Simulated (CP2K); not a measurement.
# HfGe (Pm-3m) in CP2K: a series of runs

One crystal, HfGe, is run at these levels: PBEsol; tasks: relaxation of cell and atoms.

Everything below comes from runs of CP2K 2026.2. Logs are shortened: lines on timing, memory, paths and dates and some standing lists are left out, and cuts for length are marked.

## Step 1: The structure

The structure is cubic, space group Pm-3m (No. 221). Conventional cell: a = 3.501 Å, b = 3.501 Å, c = 3.501 Å, α = 90.00°, β = 90.00°, γ = 90.00°. Around Hf (site symmetry m-3m) lie 8 Ge at 3.03 Å. Around Ge (site symmetry m-3m) lie 8 Hf at 3.03 Å.

The cell was built by a generator and needn't be a form met in nature.

## Step 2: Relaxation of cell and atoms, PBEsol

Contents of hfge_vcrelax.inp:

```
&GLOBAL
  PROJECT hfge_vcrelax
  RUN_TYPE CELL_OPT
  PRINT_LEVEL LOW
&END GLOBAL
&FORCE_EVAL
  METHOD QS
  STRESS_TENSOR ANALYTICAL
  &DFT
    BASIS_SET_FILE_NAME BASIS_MOLOPT_UZH
    POTENTIAL_FILE_NAME POTENTIAL_UZH
    &MGRID
      CUTOFF 450
      REL_CUTOFF 60
      NGRIDS 5
    &END MGRID
    &QS
      METHOD GPW
      EPS_DEFAULT 1.0E-9
      EXTRAPOLATION USE_PREV_P
    &END QS
    &KPOINTS
      SCHEME MONKHORST-PACK 6 6 6
      GAMMA_CENTERED T
    &END KPOINTS
    &SCF
      SCF_GUESS ATOMIC
      EPS_SCF 1.0E-6
      MAX_SCF 100
      ADDED_MOS 13
      CHOLESKY OFF
      EPS_EIGVAL 1.0E-7
      &DIAGONALIZATION ON
        ALGORITHM STANDARD
      &END DIAGONALIZATION
      &MIXING ON
        METHOD BROYDEN_MIXING
        ALPHA 0.4
        BETA 1.5
        NBUFFER 8
      &END MIXING
      &SMEAR ON
        METHOD FERMI_DIRAC
        ELECTRONIC_TEMPERATURE [K] 580.226
      &END SMEAR
    &END SCF
    &XC
      &XC_FUNCTIONAL
        &GGA_X_PBE_SOL
        &END GGA_X_PBE_SOL
        &GGA_C_PBE_SOL
        &END GGA_C_PBE_SOL
      &END XC_FUNCTIONAL
    &END XC
    &PRINT
      &KPOINTS ON
      &END KPOINTS
      &MULLIKEN ON
        &EACH
          CELL_OPT 0
        &END EACH
        ADD_LAST NUMERIC
      &END MULLIKEN
      &MO ON
        ENERGIES T
        OCCUPATION_NUMBERS T
        &EACH
          QS_SCF 0
          CELL_OPT 0
        &END EACH
        ADD_LAST NUMERIC
      &END MO
    &END PRINT
  &END DFT
  &SUBSYS
    &CELL
      ABC 3.5008378700 3.5008378700 3.5008378700
      ALPHA_BETA_GAMMA 90.0000000000 90.0000000000 90.0000000000
      PERIODIC XYZ
    &END CELL
    &COORD
      Hf  0.0000000000 0.0000000000 0.0000000000
      Ge  1.7504189350 1.7504189350 1.7504189350
    &END COORD
    &KIND Hf
      BASIS_SET DZVP-MOLOPT-PBE-GTH-q12
      POTENTIAL GTH-PBE-q12
    &END KIND
    &KIND Ge
      BASIS_SET DZVP-MOLOPT-PBE-GTH-q4
      POTENTIAL GTH-PBE-q4
    &END KIND
    &PRINT
      &ATOMIC_COORDINATES ON
      &END ATOMIC_COORDINATES
      &CELL ON
      &END CELL
    &END PRINT
  &END SUBSYS
  &PRINT
    &FORCES ON
    &END FORCES
    &STRESS_TENSOR ON
    &END STRESS_TENSOR
  &END PRINT
&END FORCE_EVAL
&MOTION
  &CELL_OPT
    OPTIMIZER BFGS
    MAX_ITER 40
    MAX_FORCE [eV*angstrom^-1] 0.02
    RMS_FORCE [eV*angstrom^-1] 0.02
    MAX_DR 1.0E-2
    RMS_DR 1.0E-2
    EXTERNAL_PRESSURE [bar] 0.0
    PRESSURE_TOLERANCE [bar] 500
    KEEP_SPACE_GROUP T
  &END CELL_OPT
  &PRINT
    &TRAJECTORY ON
    &END TRAJECTORY
    &CELL ON
    &END CELL
    &FORCES ON
    &END FORCES
    &STRESS ON
    &END STRESS
    &RESTART OFF
    &END RESTART
    &RESTART_HISTORY OFF
    &END RESTART_HISTORY
  &END PRINT
&END MOTION
```

Potentials or basis: POTENTIAL_UZH Hf GTH-PBE-q12, Ge GTH-PBE-q4; DZVP-MOLOPT-PBE-GTH basis.

Launch:

```console
$ OMP_NUM_THREADS=1 cp2k.psmp -i hfge_vcrelax.inp -o hfge_vcrelax.out
```

hfge_vcrelax.out:

```text

 CP2K| version string:                                       CP2K version 2026.2
 CP2K| Input file name                                          hfge_vcrelax.inp

 GLOBAL| Force Environment number                                              1
 GLOBAL| Basis set file name                                    BASIS_MOLOPT_UZH
 GLOBAL| Potential file name                                       POTENTIAL_UZH
 GLOBAL| MM Potential file name                                     MM_POTENTIAL
 GLOBAL| Coordinate file name                                      __STD_INPUT__
 GLOBAL| Method name                                                        CP2K
 GLOBAL| Project name                                               hfge_vcrelax
 GLOBAL| Run type                                                       CELL_OPT
 GLOBAL| FFT library                                                       FFTW3
 GLOBAL| Diagonalization library                                       ScaLAPACK
 GLOBAL| Cholesky decomposition library                                ScaLAPACK
 GLOBAL| DGEMM library                                                      BLAS
 GLOBAL| Direct generalized diagonalization requested                          F
 GLOBAL| Matrix multiplication library                                 ScaLAPACK
 GLOBAL| Global print level                                                  LOW
 GLOBAL| Total number of message passing processes                             1
 GLOBAL| Number of threads for this process                                    1
 GLOBAL| CPU model name                                                  UNKNOWN

 CELL| Volume [angstrom^3]:                                            42.905799
 CELL| Vector a [angstrom]:       3.501     0.000     0.000   |a| =     3.500838
 CELL| Vector b [angstrom]:       0.000     3.501     0.000   |b| =     3.500838
 CELL| Vector c [angstrom]:       0.000     0.000     3.501   |c| =     3.500838
 CELL| Angle (b,c), alpha [degree]:                                    90.000000
 CELL| Angle (a,c), beta  [degree]:                                    90.000000
 CELL| Angle (a,b), gamma [degree]:                                    90.000000
 CELL| Numerically orthorhombic:                                             YES
 CELL| Periodicity                                                           XYZ

 CELL_REF| Volume [angstrom^3]:                                        42.905799
 CELL_REF| Vector a [angstrom     3.501     0.000     0.000   |a| =     3.500838
 CELL_REF| Vector b [angstrom     0.000     3.501     0.000   |b| =     3.500838
 CELL_REF| Vector c [angstrom     0.000     0.000     3.501   |c| =     3.500838
 CELL_REF| Angle (b,c), alpha [degree]:                                90.000000
 CELL_REF| Angle (a,c), beta  [degree]:                                90.000000
 CELL_REF| Angle (a,b), gamma [degree]:                                90.000000
 CELL_REF| Numerically orthorhombic:                                         YES
 CELL_REF| Periodicity                                                       XYZ

[... 8 lines left out ...]
 TOTAL NUMBERS AND MAXIMUM NUMBERS

  Total number of            - Atomic kinds:                                   2
                             - Atoms:                                          2
                             - Shell sets:                                     2
                             - Shells:                                        13
                             - Primitive Cartesian functions:                  9
                             - Cartesian basis functions:                     45
                             - Spherical basis functions:                     39

  Maximum angular momentum of- Orbital basis functions:                        3
                             - Local part of the GTH pseudopotential:          2
                             - Non-local part of the GTH pseudopotential:      4

 MODULE QUICKSTEP: ATOMIC COORDINATES IN ANGSTROM

   Atom Kind Element         X             Y             Z       Z(eff)     Mass
      1    1 Hf   72      0.000000      0.000000      0.000000  12.0000 178.4900
      2    2 Ge   32      1.750419      1.750419      1.750419   4.0000  72.6400

 SCF PARAMETERS         Density guess:                                    ATOMIC
                        --------------------------------------------------------
                        max_scf:                                             100
[... 7 lines left out ...]
                        --------------------------------------------------------
                        level_shift [a.u.]:                             0.000000
                        added MOs                                        13    0
                        --------------------------------------------------------
                        Mixing method:                            BROYDEN_MIXING
[... 129 lines left out ...]
    13 Broy./Diag. 0.40E+00    1.0     0.00000024       -53.1468010005 -2.31E-06
[... 327 lines left out ...]
 CELL| Volume [angstrom^3]:                                            37.205016
 CELL| Vector a [angstrom]:       3.338     0.000     0.000   |a| =     3.338365
 CELL| Vector b [angstrom]:       0.000     3.338     0.000   |b| =     3.338365
 CELL| Vector c [angstrom]:       0.000     0.000     3.338   |c| =     3.338365
 CELL| Angle (b,c), alpha [degree]:                                    90.000000
 CELL| Angle (a,c), beta  [degree]:                                    90.000000
 CELL| Angle (a,b), gamma [degree]:                                    90.000000
 CELL| Numerically orthorhombic:                                             YES
 CELL| Periodicity                                                           XYZ

 *** WARNING in qs_wf_history_methods.F:805 :: Change in cell ***
 *** neighborlist: might affect quality of initial guess      ***

 *** WARNING in qs_wf_history_methods.F:805 :: Change in cell ***
 *** neighborlist: might affect quality of initial guess      ***

 [... this warning repeats ...]

 Extrapolation method: previous_p

 Number of electrons:                                                         16
 Number of occupied orbitals:                                                  8
 Number of molecular orbitals:                                                21
[... 217 lines left out ...]
 OPT| Scaling factor                                                0.0000000000
 OPT| Step size                                                     0.0244962781
 OPT| Trust radius                                                  0.4724315332
 OPT| Decrease in energy                                                     YES
 OPT|
 OPT| Maximum step size                                             0.0244962781
 OPT| Convergence limit for maximum step size                       0.0100000000
 OPT| Maximum step size is converged                                          NO
 OPT|
 OPT| RMS step size                                                 0.0122481391
 OPT| Convergence limit for RMS step size                           0.0100000000
 OPT| RMS step size is converged                                              NO
 OPT|
 OPT| Maximum gradient                                              0.0001607173
 OPT| Convergence limit for maximum gradient                        0.0003889381
 OPT| Maximum gradient is converged                                          YES
 OPT|
 OPT| RMS gradient                                                  0.0000803586
 OPT| Convergence limit for RMS gradient                            0.0003889381
 OPT| RMS gradient is converged                                              YES
 OPT|
 OPT| Pressure deviation [bar]                                  -1197.3856261972
 OPT| Pressure tolerance [bar]                                    500.0000000000
 OPT| Pressure is converged                                                   NO
 OPT| **************************************************************************
[... 99 lines left out ...]
 OPT| **************************************************************************
 OPT| Step number                                                              5
 OPT| Optimization method                                                   BFGS
 OPT| Total energy [hartree]                                      -53.1579610962
 OPT| Internal pressure [bar]                                      24.3522503937
 OPT| Effective energy change [hartree]                            -0.0000004900
 OPT| Predicted energy change [hartree]                            -0.0000004998
 OPT| Scaling factor                                                0.0000000000
 OPT| Step size                                                     0.0020731654
 OPT| Trust radius                                                  0.4724315332
 OPT| Decrease in energy                                                     YES
 OPT|
 OPT| Maximum step size                                             0.0020731654
 OPT| Convergence limit for maximum step size                       0.0100000000
 OPT| Maximum step size is converged                                         YES
 OPT|
 OPT| RMS step size                                                 0.0010365827
 OPT| Convergence limit for RMS step size                           0.0100000000
 OPT| RMS step size is converged                                             YES
 OPT|
 OPT| Maximum gradient                                              0.0000032665
 OPT| Convergence limit for maximum gradient                        0.0003889381
 OPT| Maximum gradient is converged                                          YES
 OPT|
 OPT| RMS gradient                                                  0.0000016332
 OPT| Convergence limit for RMS gradient                            0.0003889381
 OPT| RMS gradient is converged                                              YES
 OPT|
 OPT| Pressure deviation [bar]                                     24.3522503937
 OPT| Pressure tolerance [bar]                                    500.0000000000
 OPT| Pressure is converged                                                  YES
 OPT| **************************************************************************

 *******************************************************************************
 ***                    GEOMETRY OPTIMIZATION COMPLETED                      ***
 *******************************************************************************

 write_final_structure: Optimization converged, writing XYZ file gladly:
  hfge_vcrelax-FINAL-1_5.xyz

 write_final_structure: Optimization converged, writing CIF file gladly:
  hfge_vcrelax-FINAL-1_5.cif

 write_final_structure: Done!

                    Reevaluating energy at the minimum

 CELL| Volume [angstrom^3]:                                            36.736913
 CELL| Vector a [angstrom]:       3.324     0.000     0.000   |a| =     3.324305
 CELL| Vector b [angstrom]:       0.000     3.324     0.000   |b| =     3.324305
 CELL| Vector c [angstrom]:       0.000     0.000     3.324   |c| =     3.324305
 CELL| Angle (b,c), alpha [degree]:                                    90.000000
 CELL| Angle (a,c), beta  [degree]:                                    90.000000
 CELL| Angle (a,b), gamma [degree]:                                    90.000000
 CELL| Numerically orthorhombic:                                             YES
 CELL| Periodicity                                                           XYZ
[... 407 lines left out ...]
 MO|     20               1.045237              28.442344               0.000000
 MO|     21               1.183073              32.193040               0.000000
 MO| Sum:                                                              15.824587
 MO| E(Fermi):            0.360855 a.u.          9.819360 eV

 [... the levels of further k-points ...]

 !-----------------------------------------------------------------------------!
                     Mulliken Population Analysis

 #  Atom  Element  Kind  Atomic population                           Net charge
       1     Hf       1         12.110905                             -0.110905
       2     Ge       2          3.889095                              0.110905
 # Total charge                             16.000000                 -0.000000

 !-----------------------------------------------------------------------------!

 ENERGY| Total FORCE_EVAL ( QS ) energy [hartree]            -53.157961096232796
```

It took 1.7 min on 1 thread of Arm Neoverse V1, shared host; peak memory 0.26 GiB.

What came out:

- Free energy: -1446.5017 eV
- Relaxed volume: 18.37 Å³/atom
- Relaxed cell: a = 3.324 Å, b = 3.324 Å, c = 3.324 Å, α = 90.00°, β = 90.00°, γ = 90.00°
- Space group after relaxing (to 0.05 Å): Pm-3m (No. 221)
- Energy gained by relaxing: 151.8 meV/atom
- Ionic steps: 7
- Pressure after relaxing: 0.0 GPa
- Band gap on the k mesh: none (metal or under the smearing width)
- Mulliken charges: Hf -0.11; Ge +0.11 e

The path:
| step | energy change (eV) | largest force (eV/Å) | volume (Å³) |
| --- | --- | --- | --- |
| 1 | 0.0000 | 0.0000 | 42.91 |
| 2 | -0.0334 | 0.0000 | 42.51 |
| 3 | -0.2682 | 0.0000 | 34.98 |
| 4 | -0.3014 | 0.0000 | 37.21 |
| 5 | -0.3037 | 0.0000 | 36.77 |
| 6 | -0.3037 | 0.0000 | 36.74 |
| 7 | -0.3037 | 0.0000 | 36.74 |

Final structure:
```
CELL_PARAMETERS angstrom
3.32431 0.00000 0.00000
0.00000 3.32431 0.00000
0.00000 0.00000 3.32431
ATOMIC_POSITIONS crystal
Hf 0.00000 0.00000 0.00000
Ge 0.50000 0.50000 0.50000
```

Caveat: Mulliken charges move with the basis; the potentials were made for another functional, which shifts forces and pressure; the basis of atomic orbitals isn't converged, which shifts pressures, moduli and gaps. The run has no spin-orbit coupling, so splittings on Hf are missing.

## Step 3: Relaxation of cell and atoms, PBEsol, target pressure 10 GPa, at which the enthalpy is minimised

Edit hfge_vcrelax.inp of step 2 so:

```diff
@@ -114,3 +114,3 @@
     RMS_DR 1.0E-2
-    EXTERNAL_PRESSURE [bar] 0.0
+    EXTERNAL_PRESSURE [bar] 100000.0
     PRESSURE_TOLERANCE [bar] 500
```

Potentials or basis: POTENTIAL_UZH Hf GTH-PBE-q12, Ge GTH-PBE-q4; DZVP-MOLOPT-PBE-GTH basis.

Launch:

```console
$ OMP_NUM_THREADS=1 cp2k.psmp -i hfge_vcrelax.inp -o hfge_vcrelax.out
```

Wall time 83 s (1 thread of Arm Neoverse V1, shared host); peak memory 0.26 GiB.

It converged, with:

| Property | Result |
| --- | --- |
| Free energy | -1446.4291 eV |
| Relaxed volume | 17.13 Å³/atom |
| Relaxed cell | a = 3.248 Å, b = 3.248 Å, c = 3.248 Å, α = 90.00°, β = 90.00°, γ = 90.00° |
| Space group after relaxing (to 0.05 Å) | Pm-3m (No. 221) |
| Energy change on relaxing (the enthalpy is what falls) | -115.5 meV/atom |
| Ionic steps | 7 |
| Pressure after relaxing | 10.0 GPa |
| Band gap on the k mesh | none (metal or under the smearing width) |
| Mulliken charges | Hf -0.28; Ge +0.28 e |

Step by step:
```
step  energy change (eV)  largest force (eV/Å)  volume (Å³)
   1              0.0000                0.0000        42.91
   2             -0.0567                0.0000        42.22
   3             -0.1962                0.0000        33.77
   4             -0.2418                0.0000        34.44
   5             -0.2313                0.0000        34.27
   6             -0.2310                0.0000        34.26
   7             -0.2310                0.0000        34.26
```

Final structure:
```
CELL_PARAMETERS angstrom
3.24794 0.00000 0.00000
0.00000 3.24794 0.00000
0.00000 0.00000 3.24794
ATOMIC_POSITIONS crystal
Hf 0.00000 0.00000 0.00000
Ge 0.50000 0.50000 0.50000
```

Levels at points of the mesh, in eV from the Fermi level:
```
           k point  band 4  band 5  band 6  band 7  band 8  band 9  band 10  band 11  band 12  band 13
(0.00, 0.00, 0.00)  -30.09  -12.01   -1.79   -1.79    2.14    2.14     2.14     4.04     4.04     4.04
(0.00, 0.00, 0.50)  -30.04   -8.99   -6.83   -0.70   -0.51   -0.51     4.46     5.85     7.34     8.81
(0.00, 0.50, 0.00)  -30.04   -8.99   -6.83   -0.70   -0.51   -0.51     4.46     5.85     7.34     8.81
(0.00, 0.50, 0.50)  -30.01   -8.76   -3.14   -3.14   -1.98    1.76     1.76     4.41     4.98     6.25
(0.50, 0.00, 0.00)  -30.04   -8.99   -6.83   -0.70   -0.51   -0.51     4.46     5.85     7.34     8.81
(0.50, 0.00, 0.50)  -30.01   -8.76   -3.14   -3.14   -1.98    1.76     1.76     4.41     4.98     6.25
(0.50, 0.50, 0.00)  -30.01   -8.76   -3.14   -3.14   -1.98    1.76     1.76     4.41     4.98     6.25
(0.50, 0.50, 0.50)  -30.36   -5.63   -4.86   -4.86   -4.86    4.14     4.14     4.14     6.45     6.45
```

Caveat: Mulliken charges move with the basis; the volume moved by over 15 % at a fixed basis, so the end points are rough; the potentials were made for another functional, which shifts forces and pressure; the basis of atomic orbitals isn't converged, which shifts pressures, moduli and gaps. Spin-orbit coupling is left out, which matters for the levels of Hf.

(Part 1 of 2 ends here.)
